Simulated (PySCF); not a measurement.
**Cr(2+): dipole response in aug-cc-pVDZ-DK**

How polarisable is Cr(2+) at the levels listed below?

The numbers are computed with PySCF 2.14.0 (unrestricted determinants in a Gaussian basis, no spin-orbit coupling in the energies), except any that are marked as measured or tabulated.

## 1. The atom as given

| Quantity | Value |
| --- | --- |
| Element | chromium (Z = 24) |
| Basis | aug-cc-pVDZ-DK |
| Hamiltonian | scalar relativity by spin-free X2C-1e |
| State 1 | Cr(2+): [Ar] 3d4, high-spin 5D determinant |
| Methods | UHF, PBE, PBE0 |

Outer shells as boxes (Hund's rule):

Cr2+ [Ar] 3d4
```
[Ar] core
3d [↑ ][↑ ][↑ ][↑ ][  ]
```

One driver process ran all states and methods and kept the integrals in memory. Each run is shown as a PySCF script that sums up its settings (the driver passes frozen orbitals as a list and adds second-order terms of double hybrids); the logs are those of the runs themselves. The driver starts from symmetry-adapted Hartree-Fock orbitals, holds the occupation by maximum overlap and uses a logarithmic radial grid for functionals, so a plain start would take other cycles.

The integrals over 59 functions and the set-up took 2.6 s of CPU time.

## 2. Cr(2+), method by method

UHF:

The input, input.py:

```python
from pyscf import gto, scf, dft, mp, cc
import basis_set_exchange as bse
mol = gto.M(atom="Cr 0 0 0", charge=2, spin=4, symmetry="D2h",
            basis=gto.basis.parse(bse.get_basis("aug-cc-pVDZ-DK", elements=["Cr"], fmt="nwchem")),
            nucmod="G")
mf = scf.UHF(mol).sfx2c1e()
mf.irrep_nelec = {'Ag': (4, 3), 'B1g': (1, 0), 'B2g': (1, 0), 'B3g': (1, 0), 'B1u': (2, 2), 'B2u': (2, 2), 'B3u': (2, 2)}
mf.kernel()
```

Log:

```text
damping factor = 0
level_shift factor = 0
DIIS = <class 'pyscf.scf.diis.CDIIS'>
diis_start_cycle = 1
diis_space = 10
diis_damp = 0
SCF conv_tol = 1e-09
SCF conv_tol_grad = None
number electrons alpha = 13  beta = 9
cycle= 1 E= -1048.87904566818  delta_E= -0.00399  |g|= 0.0211  |ddm|= 0.0419
cycle= 2 E= -1048.87916118564  delta_E= -0.000116  |g|= 0.00419  |ddm|= 0.0109
cycle= 3 E= -1048.87916639876  delta_E= -5.21e-06  |g|= 0.000342  |ddm|= 0.00491
cycle= 4 E= -1048.87916644974  delta_E= -5.1e-08  |g|= 6.26e-05  |ddm|= 0.000752
cycle= 5 E= -1048.87916645206  delta_E= -2.31e-09  |g|= 1.76e-05  |ddm|= 0.000203
cycle= 6 E= -1048.87916645251  delta_E= -4.53e-10  |g|= 5.11e-06  |ddm|= 4.08e-05
converged SCF energy = -1048.87916645251  <S^2> = 6.0012626  2S+1 = 5.000505
```

It used 6 s of CPU time after the integrals (shared host).

Orbital energies by shell (radii are means over both spins):

| shell | electrons | mean orbital energy (eV) | spread (eV) | rms radius (bohr) |
| --- | --- | --- | --- | --- |
| 1s α | 1 | -6064.4 | 0 | 0.0734 |
| 1s β | 1 | -6064.3 | 0 | 0.0734 |
| 2s α | 1 | -747.05 | 0 | 0.316 |
| 2s β | 1 | -744.47 | 0 | 0.316 |
| 2p α | 3 | -628.38 | 0.039 | 0.287 |
| 2p β | 3 | -625.76 | 0.803 | 0.287 |
| 3s α | 1 | -117.78 | 0 | 0.965 |
| 3s β | 1 | -109.45 | 0 | 0.965 |
| 3p α | 3 | -83.658 | 1.292 | 1.04 |
| 3p β | 3 | -73.468 | 2.001 | 1.04 |
| 3d α | 4 | -32.506 | 1.716 | 1.34 |

⟨S²⟩ = 6.001, ⟨L²⟩ = 6.02.

The driver then solved the coupled dipole response at imaginary frequencies: mean α = 3.569 bohr³ (xx, yy, zz: 3.347, 3.347, 4.014), C₆ = 10.22 au for a like pair.

PBE:

Changes to input.py:

```diff
@@ -5,3 +5,3 @@
             nucmod="G")
-mf = scf.UHF(mol).sfx2c1e()
+mf = dft.UKS(mol, xc="PBE").sfx2c1e()
 mf.irrep_nelec = {'Ag': (4, 3), 'B1g': (1, 0), 'B2g': (1, 0), 'B3g': (1, 0), 'B1u': (2, 2), 'B2u': (2, 2), 'B3u': (2, 2)}
```

Log:

```text
damping factor = 0
level_shift factor = 0
DIIS = <class 'pyscf.scf.diis.CDIIS'>
diis_start_cycle = 1
diis_space = 10
diis_damp = 0
SCF conv_tol = 1e-09
SCF conv_tol_grad = None
number electrons alpha = 13  beta = 9
XC functionals = PBE
    J. P. Perdew, K. Burke, and M. Ernzerhof.,  Phys. Rev. Lett. 77, 3865 (1996)
    J. P. Perdew, K. Burke, and M. Ernzerhof.,  Phys. Rev. Lett. 78, 1396 (1997)
    J. P. Perdew, K. Burke, and M. Ernzerhof.,  Phys. Rev. Lett. 77, 3865 (1996)
    J. P. Perdew, K. Burke, and M. Ernzerhof.,  Phys. Rev. Lett. 78, 1396 (1997)
cycle= 1 E= -1049.65495840764  delta_E= -0.00393  |g|= 0.0417  |ddm|= 0.583
cycle= 2 E= -1049.65505086466  delta_E= -9.25e-05  |g|= 0.0381  |ddm|= 0.206
cycle= 3 E= -1049.65557419139  delta_E= -0.000523  |g|= 0.000558  |ddm|= 0.0992
cycle= 4 E= -1049.65557428493  delta_E= -9.35e-08  |g|= 1.39e-05  |ddm|= 0.0013
cycle= 5 E= -1049.655574285  delta_E= -7.03e-11  |g|= 4.31e-07  |ddm|= 4.03e-05
converged SCF energy = -1049.655574285  <S^2> = 6.0002905  2S+1 = 5.0001162
```

CPU time 13 s on a shared host, the integrals not counted.

The driver then solved the coupled dipole response at imaginary frequencies: mean α = 4.436 bohr³ (xx, yy, zz: 4.138, 4.138, 5.031), C₆ = 12.56 au for a like pair.

PBE0:

Changes to input.py:

```diff
@@ -5,3 +5,3 @@
             nucmod="G")
-mf = dft.UKS(mol, xc="PBE").sfx2c1e()
+mf = dft.UKS(mol, xc="PBE0").sfx2c1e()
 mf.irrep_nelec = {'Ag': (4, 3), 'B1g': (1, 0), 'B2g': (1, 0), 'B3g': (1, 0), 'B1u': (2, 2), 'B2u': (2, 2), 'B3u': (2, 2)}
```

Log:

```text
damping factor = 0
level_shift factor = 0
DIIS = <class 'pyscf.scf.diis.CDIIS'>
diis_start_cycle = 1
diis_space = 10
diis_damp = 0
SCF conv_tol = 1e-09
SCF conv_tol_grad = None
number electrons alpha = 13  beta = 9
XC functionals = PBE0
    C. Adamo and V. Barone.,  J. Chem. Phys. 110, 6158 (1999)
    M. Ernzerhof and G. E. Scuseria.,  J. Chem. Phys. 110, 5029 (1999)
cycle= 1 E= -1049.69758604277  delta_E= -0.00313  |g|= 0.0174  |ddm|= 0.34
cycle= 2 E= -1049.69764433056  delta_E= -5.83e-05  |g|= 0.0108  |ddm|= 0.0777
cycle= 3 E= -1049.6976845136  delta_E= -4.02e-05  |g|= 0.000653  |ddm|= 0.0309
cycle= 4 E= -1049.69768466666  delta_E= -1.53e-07  |g|= 2.4e-05  |ddm|= 0.00208
cycle= 5 E= -1049.69768466712  delta_E= -4.53e-10  |g|= 2.36e-06  |ddm|= 6.02e-05
converged SCF energy = -1049.69768466712  <S^2> = 6.000436  2S+1 = 5.0001744
```

CPU time 17 s on a shared host, the integrals not counted.

The driver then solved the coupled dipole response at imaginary frequencies: mean α = 4.103 bohr³ (xx, yy, zz: 3.834, 3.834, 4.641), C₆ = 11.66 au for a like pair.

Radial density 4πr²ρ of Cr(2+) at UHF:

| r (bohr) | density | spin density |
| --- | --- | --- |
| 0.000867 | 0.125 | 0.000 |
| 0.00146 | 0.320 | 0.000 |
| 0.00245 | 0.805 | 0.000 |
| 0.00413 | 1.97 | 0.000 |
| 0.00694 | 4.61 | 0.000 |
| 0.0117 | 9.93 | 0.000 |
| 0.0196 | 18.5 | 0.000 |
| 0.0330 | 27.1 | 0.000 |
| 0.0556 | 27.5 | 0.001 |
| 0.0935 | 21.9 | 0.009 |
| 0.157 | 28.3 | 0.074 |
| 0.264 | 27.5 | 0.469 |
| 0.445 | 10.9 | 1.765 |
| 0.748 | 13.3 | 3.194 |
| 1.26 | 6.93 | 2.336 |
| 2.12 | 0.903 | 0.622 |
| 3.56 | 0.0398 | 0.039 |
| 10.1 | 1.52e-05 | 0.000 |

## 3. Polarisabilities and C₆

Cr(2+), in atomic units:

| method | mean α | C₆ (like pair) | S(−4) |
| --- | --- | --- | --- |
| UHF | 3.569 | 10.22 | 6.881 |
| PBE | 4.436 | 12.56 | 14.62 |
| PBE0 | 4.103 | 11.66 | 11.22 |

α(iu) at PBE0:

| u (hartree) | α(iu) (bohr³) |
| --- | --- |
| 0 | 4.103 |
| 0.0500 | 4.076 |
| 0.100 | 3.997 |
| 0.200 | 3.730 |
| 0.300 | 3.403 |
| 0.500 | 2.803 |
| 0.750 | 2.255 |
| 1.00 | 1.867 |
| 1.50 | 1.353 |
| 2.00 | 1.026 |
| 3.00 | 0.6370 |
| 5.00 | 0.3000 |

## 4. Results

| quantity | value |
| --- | --- |
| α of Cr(2+) | 3.569 (UHF) to 4.436 (PBE) bohr³ |

In words: A single London oscillator with the computed α and C₆ of Cr(2+) at UHF would have ω = 4 C₆ / (3 α²) = 1.07 hartree. The basis is finite, and no extrapolation was made.
